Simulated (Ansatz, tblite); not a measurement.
# SiCl3(NiPr2) (C6H14Cl3NSi): removing an electron

What does removing an electron cost or gain for SiCl3(NiPr2) (C6H14Cl3NSi)? Each charged state is run at several levels.

Program: Ansatz 0.2.0, Gaussian basis. Level of theory: as each input shows. These are calculated values, not measurements.

Plan: charge +1 doublet, at the geometry of the singlet (PBE0-D4/def2-TZVP, PBE-D4/def2-TZVP, r2SCANh-D4/def2-TZVP); the starting singlet's energies come from earlier runs.

## (1) The structure

The geometry is that of the singlet, from an earlier relaxation (r2SCAN-D4/def2-SVP).

25 atoms, charge 0, spin multiplicity 1.

Atoms are counted from 1 here; the program's logs count them from 0.

Bond lengths: Si1–Cl2 2.069 Å, Si1–Cl3 2.058 Å, Si1–Cl4 2.068 Å, Si1–N5 1.700 Å, N5–C6 1.484 Å, N5–C9 1.477 Å, C6–C7 1.528 Å, C6–C8 1.528 Å, C6–H12 1.107 Å, C7–H13 1.102 Å, C7–H14 1.101 Å, C7–H15 1.100 Å, C8–H16 1.102 Å, C8–H17 1.100 Å, C8–H18 1.101 Å, C9–C10 1.529 Å, C9–C11 1.529 Å, C9–H19 1.103 Å and more. Angles: Cl2–Si1–Cl3 107.5°, Cl2–Si1–Cl4 105.1°, Cl2–Si1–N5 111.6°, Cl3–Si1–Cl4 107.4°, Cl3–Si1–N5 113.5°, Cl4–Si1–N5 111.4°, Si1–N5–C6 114.0°, Si1–N5–C9 128.8°, C6–N5–C9 117.1°, N5–C6–C7 111.8°, N5–C6–C8 111.9°, N5–C6–H12 106.2°, C7–C6–C8 113.1°, C7–C6–H12 106.7°, C8–C6–H12 106.6°, C6–C7–H13 111.7°, C6–C7–H14 110.5°, C6–C7–H15 110.3° and more.

## (2) Charge +1 doublet at the fixed geometry, PBE0-D4/def2-TZVP

Contents of in.yaml:

```yaml
crystal:
  periodic: [false, false, false]
  atoms:
    - {symbol: Si, position_ang: [0.795287, 1.869035, 0.889460]}
    - {symbol: Cl, position_ang: [0.598002, 1.899929, 2.949264]}
    - {symbol: Cl, position_ang: [2.791768, 2.112531, 0.455064]}
    - {symbol: Cl, position_ang: [-0.190961, 3.562949, 0.228857]}
    - {symbol: N, position_ang: [0.123220, 0.459519, 0.217052]}
    - {symbol: C, position_ang: [-1.322873, 0.285794, 0.500018]}
    - {symbol: C, position_ang: [-2.156534, 0.301757, -0.780567]}
    - {symbol: C, position_ang: [-1.589914, -0.938353, 1.375200]}
    - {symbol: C, position_ang: [0.790462, -0.604707, -0.560471]}
    - {symbol: C, position_ang: [1.307159, -0.104313, -1.909820]}
    - {symbol: C, position_ang: [1.863878, -1.334739, 0.247876]}
    - {symbol: H, position_ang: [-1.629898, 1.169950, 1.090431]}
    - {symbol: H, position_ang: [-1.917477, -0.554247, -1.432082]}
    - {symbol: H, position_ang: [-3.230145, 0.245610, -0.541798]}
    - {symbol: H, position_ang: [-1.973272, 1.229122, -1.343824]}
    - {symbol: H, position_ang: [-1.320196, -1.874739, 0.860600]}
    - {symbol: H, position_ang: [-1.010634, -0.874625, 2.308665]}
    - {symbol: H, position_ang: [-2.658874, -0.999793, 1.632844]}
    - {symbol: H, position_ang: [-0.002937, -1.340794, -0.775791]}
    - {symbol: H, position_ang: [2.126653, 0.619124, -1.781692]}
    - {symbol: H, position_ang: [0.500842, 0.387769, -2.475305]}
    - {symbol: H, position_ang: [1.690014, -0.944427, -2.511484]}
    - {symbol: H, position_ang: [2.258236, -2.192175, -0.320856]}
    - {symbol: H, position_ang: [2.709373, -0.670473, 0.482403]}
    - {symbol: H, position_ang: [1.448809, -1.709705, 1.195945]}
basis:
  gaussian: {orbitals: def2-TZVP, fitting: {mean_field: def2-universal-jkfit}}
total_charge: 1
magnetization: {spin_polarized: true, initial_magnetization: 1}
hamiltonian: {xc: pbe0, dispersion: d4}
scf: {omitted_lower_state_checks: [starts]}
output: {orbitals: {seedname: orbitals}}
```

The run is started by

```
> ansatz run in.yaml --threads 2 --pin off --events-out ev --progress --plain --max-ram 32768MiB --backend cuda --devices 0, --max-vram 18GiB
```

Standard output:

```text
Functional definition: PBE0
  name "PBE0"
  cite "Adamo & Barone, J. Chem. Phys. 110, 6158 (1999) doi:10.1063/1.478522"
  cite "Perdew, Burke & Ernzerhof, Phys. Rev. Lett. 77, 3865 (1996) doi:10.1103/PhysRevLett.77.3865"
  parent pbe
  parameter a = 0.25
  parameter kappa = 0.804
  parameter beta = 0.06672455060314922
  exchange = (1 - a)*pbe_x(kappa = kappa, mu = beta*pi^2/3) + a*exact_x
  correlation = pbe_c(beta = beta)
these checks for a lower state are left out or cut short: starts
1291 factors; integrals over basis functions are off by at most 3.9e-1 eV
mean field evaluation 1: about -53334.0886 eV, gradient 7.4e1 eV
mean field evaluation 2: about -53250.6666 eV, gradient 1.4e2 eV
mean field evaluation 4: about -53359.1390 eV, gradient 2.5e1 eV
mean field evaluation 8: about -53362.1177 eV, gradient 6.9e-1 eV
mean field evaluation 16: about -53362.1132 eV, gradient 1.5e-3 eV
mean field -53362.11316708 eV, -1961.0214887509 hartree, gradient 2.2e-5 eV, S^2 0.755310; 0 other end points of the search recorded, 0 dependent functions left out
reference -53362.11320955 eV, -1961.0214903115 hartree; 61, 60 occupied and 388, 389 virtual orbitals, 1291 factors
Total energy: -53362.89875229 eV, -1961.0503584746 hartree
Checks for a lower state left out: starts
```

It took 8 s on 1 × H100 (card shared with other runs) with 2 threads of AMD EPYC 7R13, shared host; peak host memory 0.93 GiB.

HOMO -13.02 eV, LUMO -9.96 eV (over both spins); ⟨S²⟩ 0.755 (pure: 0.75).

## (3) Charge +1 doublet at the fixed geometry, PBE-D4/def2-TZVP

start.molden holds the orbitals of an earlier run on this state, given as this run's starting guess.

Changes to in.yaml since step 2:

```diff
@@ -29,6 +29,6 @@
 basis:
-  gaussian: {orbitals: def2-TZVP, fitting: {mean_field: def2-universal-jkfit}}
+  gaussian: {orbitals: def2-TZVP, fitting: {mean_field: def2-universal-jkfit}, initial_orbitals: start.molden}
 total_charge: 1
 magnetization: {spin_polarized: true, initial_magnetization: 1}
-hamiltonian: {xc: pbe0, dispersion: d4}
+hamiltonian: {xc: pbe, dispersion: d4}
 scf: {omitted_lower_state_checks: [starts]}
```

Launched as before.

Standard output:

```text
Functional definition: PBE
  name "PBE"
  cite "Perdew, Burke & Ernzerhof, Phys. Rev. Lett. 77, 3865 (1996) doi:10.1103/PhysRevLett.77.3865"
  parent pbe
  parameter kappa = 0.804
  parameter beta = 0.06672455060314922
  exchange = pbe_x(kappa = kappa, mu = beta*pi^2/3)
  correlation = pbe_c(beta = beta)
these checks for a lower state are left out or cut short: starts
1291 factors; integrals over basis functions are off by at most 3.9e-1 eV
mean field evaluation 1: about -53356.8880 eV, gradient 1.3e1 eV
mean field evaluation 2: about -53357.1711 eV, gradient 4.3e-1 eV
mean field evaluation 4: about -53357.1720 eV, gradient 9.4e-2 eV
mean field evaluation 8: about -53357.1720 eV, gradient 2.3e-5 eV
mean field -53357.17199971 eV, -1960.8399041990 hartree, gradient 2.3e-5 eV, S^2 0.752584; 0 other end points of the search recorded, 0 dependent functions left out
reference -53357.17205667 eV, -1960.8399062923 hartree; 61, 60 occupied and 388, 389 virtual orbitals, 1291 factors
Total energy: -53358.07175049 eV, -1960.8729694305 hartree
Checks for a lower state left out: starts
```

Wall time 6 s (1 × H100 (card shared with other runs) with 2 threads of AMD EPYC 7R13, shared host); peak host memory 0.89 GiB.

HOMO -11.65 eV, LUMO -10.80 eV (over both spins); ⟨S²⟩ 0.753 (pure: 0.75).

## (4) Charge +1 doublet at the fixed geometry, r2SCANh-D4/def2-TZVP

Changes to in.yaml since step 3:

```diff
@@ -32,3 +32,3 @@
 magnetization: {spin_polarized: true, initial_magnetization: 1}
-hamiltonian: {xc: pbe, dispersion: d4}
+hamiltonian: {xc: {name: r2SCANh}, dispersion: d4}
 scf: {omitted_lower_state_checks: [starts]}
```

Launched as before.

Standard output:

```text
Functional definition: r2SCANh
  name "r2SCANh"
  cite "Bursch, Neugebauer, Ehlert & Grimme, J. Chem. Phys. 156, 134105 (2022) doi:10.1063/5.0086040"
  cite "Furness, Kaplan, Ning, Perdew & Sun, J. Phys. Chem. Lett. 11, 8208 (2020) doi:10.1021/acs.jpclett.0c02405"
  cite "Furness, Kaplan, Ning, Perdew & Sun, J. Phys. Chem. Lett. 11, 9248 (2020) doi:10.1021/acs.jpclett.0c03077"
  parent r2scan
  parameter a = 0.1
  parameter k0 = 0.174
  parameter k1 = 0.065
  parameter a1 = 4.9479
  exchange = (1 - a)*r2scan_x(k0 = k0, k1 = k1, a1 = a1) + a*exact_x
  correlation = r2scan_c
these checks for a lower state are left out or cut short: starts
1291 factors; integrals over basis functions are off by at most 3.9e-1 eV
mean field evaluation 1: about -53379.1329 eV, gradient 7.5e0 eV
mean field evaluation 2: about -53379.1959 eV, gradient 9.0e-2 eV
mean field evaluation 4: about -53379.1982 eV, gradient 8.7e-4 eV
mean field -53379.19823097 eV, -1961.6493532680 hartree, gradient 2.3e-5 eV, S^2 0.757004; 0 other end points of the search recorded, 0 dependent functions left out
reference -53379.19824799 eV, -1961.6493538935 hartree; 61, 60 occupied and 388, 389 virtual orbitals, 1291 factors
Total energy: -53379.47162494 eV, -1961.6594003113 hartree
Checks for a lower state left out: starts
```

Run time: 4.9 s. Hardware: 1 × H100 (card shared with other runs) with 2 threads of AMD EPYC 7R13, shared host; peak host memory 1 GiB.

HOMO -12.49 eV, LUMO -10.27 eV (over both spins); ⟨S²⟩ 0.757 (pure: 0.75).

## (5) Vertical ionisation energy

Charged state less starting state, singlet to doublet; the starting state's energies are those of its earlier runs.

| level | vertical ionisation energy (eV) | time |
| --- | --- | --- |
| PBE-D4/def2-TZVP | +8.32 | 12 s |
| r2SCANh-D4/def2-TZVP | +8.42 | 12 s |
| PBE0-D4/def2-TZVP | +8.54 | 14 s |

Times add the two runs; a level without a time comes out of a correlated run.

Beside −ε(HOMO) of the starting state:

| level | −ε(HOMO) (eV) | by difference (eV) | mismatch (eV) |
| --- | --- | --- | --- |
| PBE-D4/def2-TZVP | 5.66 | 8.32 | -2.66 |
| r2SCANh-D4/def2-TZVP | 6.42 | 8.42 | -2.01 |
| PBE0-D4/def2-TZVP | 6.99 | 8.54 | -1.54 |

## (6) What came out

```
                                            quantity                               value
vertical ionisation energy, functionals in def2-TZVP  8.32 (PBE-D4) to 8.54 eV (PBE0-D4)
```

**Reading.** The vertical ionisation energy spans 8.32 to 8.54 eV over the functionals. −ε(HOMO) misses the level's own difference by -1.54 eV at best (PBE0-D4) and -2.66 eV at worst (PBE-D4).
